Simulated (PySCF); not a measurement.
# 4-hydroxy-1-fluorobenzene: NMR shifts at several levels of theory, part 2 of 2

PySCF 2.14.0. Atoms count from 0. The steps go on from the part before.

### Step 6. NMR shieldings: BHandHLYP/pcSseg-1

The job: settings as JSON, then the geometry in Å.

```
{"job": {"kind": "nmr", "xc": "BHandHLYP", "basis": "pcSseg-1", "pop": false}, "charge": 0, "multiplicity": 1}
O     -2.029579    -0.964851    -0.925073
C     -0.862615    -0.495676    -0.432220
C      0.230755    -0.181188    -1.244460
C      1.412192     0.302258    -0.684773
C      1.493052     0.468291     0.690312
F      2.622475     0.931009     1.231550
C      0.415812     0.159771     1.513866
C     -0.760937    -0.322267     0.952471
H     -1.964361    -1.037098    -1.882692
H      0.160568    -0.314128    -2.328541
H      2.272590     0.551907    -1.308576
H      0.510944     0.301004     2.592293
H     -1.620936    -0.572094     1.576654
```

Level: GIAO BHandHLYP/pcSseg-1 NMR shielding, non-relativistic, gas phase.

The log of the run:

```text
coarse grid: 11792 points
cycle   1  E = -406.3037754864  dE =  1.742e+00  |g| = 6.734e-01  |ddm| = 3.545e+00
cycle   2  E = -406.3147762972  dE = -1.100e-02  |g| = 6.874e-01  |ddm| = 1.067e+00
cycle   3  E = -406.3901356919  dE = -7.536e-02  |g| = 7.412e-02  |ddm| = 5.740e-01
cycle   4  E = -406.3910660046  dE = -9.303e-04  |g| = 3.446e-02  |ddm| = 8.214e-02
cycle   5  E = -406.3913445517  dE = -2.785e-04  |g| = 9.122e-03  |ddm| = 3.776e-02
cycle   6  E = -406.3913641441  dE = -1.959e-05  |g| = 2.627e-03  |ddm| = 1.014e-02
cycle   7  E = -406.3913659336  dE = -1.790e-06  |g| = 6.154e-04  |ddm| = 2.768e-03
final grid: 116920 points
cycle   8  E = -406.4414925423  dE = -1.600e-05  |g| = 3.207e-03  |ddm| = 1.586e-02
cycle   9  E = -406.4414927300  dE = -1.877e-07  |g| = 3.266e-03  |ddm| = 5.478e-03
cycle  10  E = -406.4414948190  dE = -2.089e-06  |g| = 3.379e-04  |ddm| = 2.832e-03
cycle  11  E = -406.4414948370  dE = -1.806e-08  |g| = 1.118e-04  |ddm| = 3.360e-04
cycle  12  E = -406.4414948398  dE = -2.726e-09  |g| = 2.693e-05  |ddm| = 1.171e-04
cycle  13  E = -406.4414948399  dE = -1.486e-10  |g| = 1.132e-05  |ddm| = 3.011e-05
converged SCF energy = -406.4414948399

GIAO shielding tensors (ppm)
atom      isotropic    diamagn.    paramagn.     s11        s22        s33       span
  0 O      227.399     388.660    -161.262    182.541    234.341    265.313     82.773
  1 C       23.042     253.984    -230.941    -75.085     17.579    126.633    201.718
  2 C       64.885     258.289    -193.404    -21.417     60.057    156.014    177.432
  3 C       60.277     256.446    -196.168    -29.836     45.021    165.647    195.482
  4 C       18.858     252.932    -234.075    -73.058     36.937     92.693    165.751
  5 F      324.348     477.507    -153.159    260.086    330.866    382.092    122.006
  6 C       58.461     256.082    -197.621    -32.638     42.039    165.983    198.621
  7 C       60.702     253.802    -193.100    -28.187     44.877    165.418    193.605
  8 H       27.759      31.780      -4.021     19.306     26.524     37.446     18.140
  9 H       24.967      31.786      -6.820     21.130     25.779     27.991      6.861
 10 H       24.395      29.457      -5.062     20.768     25.231     27.186      6.418
 11 H       24.274      29.330      -5.056     20.722     25.040     27.060      6.338
 12 H       24.391      30.128      -5.737     20.531     25.100     27.542      7.011
```

Wall time 16 s (1 thread, shared host).

In short: δ C4 165.1, C1 160.9, C3 124.6, C2 121.2, H10 7.11, H9 6.76 ppm (means over like atoms).

### Step 7. Shielding tensors: BP86/pcSseg-1

Same as in step 6 but for these lines:

```diff
@@ -1,2 +1,2 @@
-{"job": {"kind": "nmr", "xc": "BHandHLYP", "basis": "pcSseg-1", "pop": false}, "charge": 0, "multiplicity": 1}
+{"job": {"kind": "nmr", "xc": "BP86", "basis": "pcSseg-1", "pop": false}, "charge": 0, "multiplicity": 1}
 O     -2.029579    -0.964851    -0.925073
```

Level: GIAO BP86/pcSseg-1 NMR shielding, non-relativistic, gas phase.

The log of the run:

```text
coarse grid: 11792 points
cycle   1  E = -406.4611514898  dE =  1.241e+00  |g| = 8.084e-01  |ddm| = 3.655e+00
cycle   2  E = -406.2187593927  dE =  2.424e-01  |g| = 1.395e+00  |ddm| = 2.007e+00
cycle   3  E = -406.5649570658  dE = -3.462e-01  |g| = 2.847e-01  |ddm| = 1.480e+00
cycle   4  E = -406.5843161694  dE = -1.936e-02  |g| = 7.409e-02  |ddm| = 3.466e-01
cycle   5  E = -406.5851061178  dE = -7.899e-04  |g| = 4.739e-02  |ddm| = 1.010e-01
cycle   6  E = -406.5856957321  dE = -5.896e-04  |g| = 1.057e-02  |ddm| = 5.397e-02
cycle   7  E = -406.5857201853  dE = -2.445e-05  |g| = 5.027e-03  |ddm| = 1.371e-02
cycle   8  E = -406.5857262936  dE = -6.108e-06  |g| = 4.695e-04  |ddm| = 4.642e-03
final grid: 116920 points
cycle   9  E = -406.6719017611  dE = -4.076e-05  |g| = 6.653e-03  |ddm| = 4.515e-02
cycle  10  E = -406.6718748926  dE =  2.687e-05  |g| = 1.322e-02  |ddm| = 1.704e-02
cycle  11  E = -406.6719105347  dE = -3.564e-05  |g| = 1.793e-03  |ddm| = 1.232e-02
cycle  12  E = -406.6719112454  dE = -7.107e-07  |g| = 4.187e-04  |ddm| = 1.975e-03
cycle  13  E = -406.6719112682  dE = -2.285e-08  |g| = 2.915e-04  |ddm| = 6.664e-04
cycle  14  E = -406.6719112928  dE = -2.455e-08  |g| = 3.586e-05  |ddm| = 3.108e-04
cycle  15  E = -406.6719112931  dE = -2.724e-10  |g| = 1.613e-05  |ddm| = 3.927e-05
converged SCF energy = -406.6719112931

GIAO shielding tensors (ppm)
atom      isotropic    diamagn.    paramagn.     s11        s22        s33       span
  0 O      202.692     387.610    -184.918    153.696    217.384    236.995     83.299
  1 C       23.907     254.837    -230.929    -57.077     13.606    115.193    172.271
  2 C       65.169     258.390    -193.221    -12.435     61.218    146.723    159.157
  3 C       61.941     256.296    -194.355    -19.708     47.581    157.949    177.657
  4 C       16.639     252.815    -236.176    -58.005     29.355     78.567    136.572
  5 F      282.788     476.467    -193.679    208.531    278.158    361.676    153.145
  6 C       60.344     255.880    -195.536    -22.300     44.803    158.530    180.830
  7 C       62.335     253.505    -191.170    -17.287     46.012    158.281    175.567
  8 H       27.636      31.933      -4.297     20.353     26.645     35.909     15.555
  9 H       25.012      31.854      -6.841     21.684     25.504     27.849      6.165
 10 H       24.542      29.643      -5.101     21.422     25.096     27.108      5.686
 11 H       24.411      29.516      -5.105     21.369     24.891     26.972      5.603
 12 H       24.514      30.213      -5.699     21.177     24.964     27.402      6.225
```

It took 25 s on 1 thread, shared host.

This run: δ C4 163.1, C1 155.8, C3 118.6, C2 116.0, H10 6.79, H9 6.50 ppm (means over like atoms).

### Step 8. Shielding tensors: LC-wPBE/pcSseg-1

Same as in step 7 but for these lines:

```diff
@@ -1,2 +1,2 @@
-{"job": {"kind": "nmr", "xc": "BP86", "basis": "pcSseg-1", "pop": false}, "charge": 0, "multiplicity": 1}
+{"job": {"kind": "nmr", "xc": "LC-wPBE", "basis": "pcSseg-1", "pop": false}, "charge": 0, "multiplicity": 1}
 O     -2.029579    -0.964851    -0.925073
```

Level: GIAO LC-wPBE/pcSseg-1 NMR shielding, non-relativistic, gas phase.

The log of the run:

```text
coarse grid: 11792 points
cycle   1  E = -406.2145727491  dE =  1.923e+00  |g| = 7.337e-01  |ddm| = 3.514e+00
cycle   2  E = -406.2366086173  dE = -2.204e-02  |g| = 7.347e-01  |ddm| = 1.066e+00
cycle   3  E = -406.3176969526  dE = -8.109e-02  |g| = 6.874e-02  |ddm| = 5.452e-01
cycle   4  E = -406.3186146800  dE = -9.177e-04  |g| = 2.497e-02  |ddm| = 7.891e-02
cycle   5  E = -406.3187592930  dE = -1.446e-04  |g| = 8.776e-03  |ddm| = 3.531e-02
cycle   6  E = -406.3187742216  dE = -1.493e-05  |g| = 1.302e-03  |ddm| = 8.805e-03
cycle   7  E = -406.3187751730  dE = -9.514e-07  |g| = 7.225e-04  |ddm| = 2.398e-03
final grid: 116920 points
cycle   8  E = -406.3973205342  dE = -5.053e-05  |g| = 8.887e-03  |ddm| = 4.268e-02
cycle   9  E = -406.3973182673  dE =  2.267e-06  |g| = 9.882e-03  |ddm| = 1.419e-02
cycle  10  E = -406.3973322542  dE = -1.399e-05  |g| = 3.852e-04  |ddm| = 6.453e-03
cycle  11  E = -406.3973323164  dE = -6.222e-08  |g| = 2.001e-04  |ddm| = 5.475e-04
cycle  12  E = -406.3973323273  dE = -1.087e-08  |g| = 5.078e-05  |ddm| = 2.261e-04
cycle  13  E = -406.3973323284  dE = -1.114e-09  |g| = 2.189e-05  |ddm| = 8.004e-05
cycle  14  E = -406.3973323288  dE = -4.544e-10  |g| = 7.646e-06  |ddm| = 5.353e-05
converged SCF energy = -406.3973323288

GIAO shielding tensors (ppm)
atom      isotropic    diamagn.    paramagn.     s11        s22        s33       span
  0 O      230.634     388.017    -157.383    185.598    240.307    265.997     80.399
  1 C       25.790     254.144    -228.354    -71.323     19.826    128.867    200.189
  2 C       66.741     258.004    -191.263    -19.543     58.879    160.887    180.430
  3 C       61.626     256.160    -194.534    -29.173     44.392    169.659    198.832
  4 C       20.351     252.782    -232.431    -68.952     37.808     92.197    161.148
  5 F      316.009     475.841    -159.832    248.126    317.644    382.258    134.131
  6 C       59.566     255.854    -196.288    -32.174     41.097    169.773    201.947
  7 C       62.099     253.342    -191.244    -27.004     43.809    169.491    196.495
  8 H       27.572      31.835      -4.264     19.357     26.243     37.116     17.758
  9 H       24.756      31.717      -6.961     21.046     25.493     27.729      6.683
 10 H       24.181      29.496      -5.315     20.727     24.888     26.929      6.202
 11 H       24.054      29.374      -5.320     20.687     24.675     26.802      6.115
 12 H       24.174      30.061      -5.887     20.466     24.779     27.277      6.811
```

It took 31 s on 1 thread, shared host.

This run: δ C4 168.2, C1 162.8, C3 128.0, C2 124.1, H10 7.21, H9 6.86 ppm (means over like atoms).

### Step 9. Comparing the runs: NMR shifts

Shifts (ppm) of some atoms, chosen among heavy atoms and hydrogens apart, means over like atoms, with basis size and wall time (the measured row can stand on another reference than the computed rows):

| run | C4 | C1 | C3 | H10 | H9 | O0 | F5 | functions | time |
| --- | --- | --- | --- | --- | --- | --- | --- | --- | --- |
| CAM-B3LYP/pcSseg-1 | 167.9 | 162.6 | 125.4 | 7.03 | 6.70 | 116.3 | -122.0 | 161 | 22 s |
| PBE/pcSseg-1 | 162.9 | 155.5 | 118.5 | 6.79 | 6.51 | 132.9 | -135.3 | 161 | 26 s |
| OPBE/pcSseg-1 | 154.9 | 147.5 | 113.6 | 6.87 | 6.57 | 125.8 | -127.1 | 161 | 26 s |
| BHandHLYP/pcSseg-1 | 165.1 | 160.9 | 124.6 | 7.11 | 6.76 | 107.4 | -120.0 | 161 | 16 s |
| BP86/pcSseg-1 | 163.1 | 155.8 | 118.6 | 6.79 | 6.50 | 129.9 | -138.0 | 161 | 25 s |
| LC-wPBE/pcSseg-1 | 168.2 | 162.8 | 128.0 | 7.21 | 6.86 | 108.1 | -110.1 | 161 | 31 s |
| measured | – | – | – | – | – | – | -124.6 | – | – |

Measured: G. Saielli, R. Bini, A. Bagno, Computational 19F NMR. 2. Organic compounds, RSC Adv. 2014, ESI (exp. from Berger-Braun-Kalinowski 1994 and Everett 1995).

### Step 10. Summary of results

The summary covers parts 1 to 2.

| quantity | value |
| --- | --- |
| point group | Cs |
| rotational constants (main isotopes) | 5.65, 1.46, 1.16 GHz |
| 13C shifts against TMS (CAM-B3LYP/pcSseg-1, means over atoms taken as alike) | 167.9, 162.6, 125.4, 122.0 ppm |
| 1H shifts against TMS (CAM-B3LYP/pcSseg-1, means over atoms taken as alike) | 7.03, 6.70, 3.66 ppm |
| 17O shifts against H2O (CAM-B3LYP/pcSseg-1) | 116.3 ppm |
| 19F shifts against CFCl3 (CAM-B3LYP/pcSseg-1) | -122.0 ppm |
| measured, and computed on the same scale | F5 δ -124.6, -122.0 ppm |
| range of the shift of F5 | -138.0 to -110.1 ppm |

In words: Single values in the summary come from the first run of each kind that ended normally (CAM-B3LYP/pcSseg-1), which need not be the best level. The optimisation took 5 steps and gained 0.031 eV; among the close pairs (by a distance rule), C4–F5 changed most, from 1.352 to 1.335 Å. The one measured 19F shift is missed by +2.6 ppm (computed less measured, unscaled). Vibration, temperature and solvent are missing from the calculation, and it holds one conformer, so part of the miss against the measured shifts is not the functional's. NICS(1)zz of -26 ppm above the planar ring from C1 marks a diatropic (aromatic) ring current. In ppm, F5 moves most: its shift spreads over 27.9 ppm, from -138.0 (BP86/pcSseg-1) to -110.1 (LC-wPBE/pcSseg-1). For the one measured 19F shift, OPBE/pcSseg-1 misses least (2.5 ppm, 26 s) and LC-wPBE/pcSseg-1 most (14.5 ppm, 31 s); the quickest, BHandHLYP/pcSseg-1, misses by 4.6 ppm in 16 s. One molecule ranks no method: errors cancel, and vibration and temperature are missing from all runs.
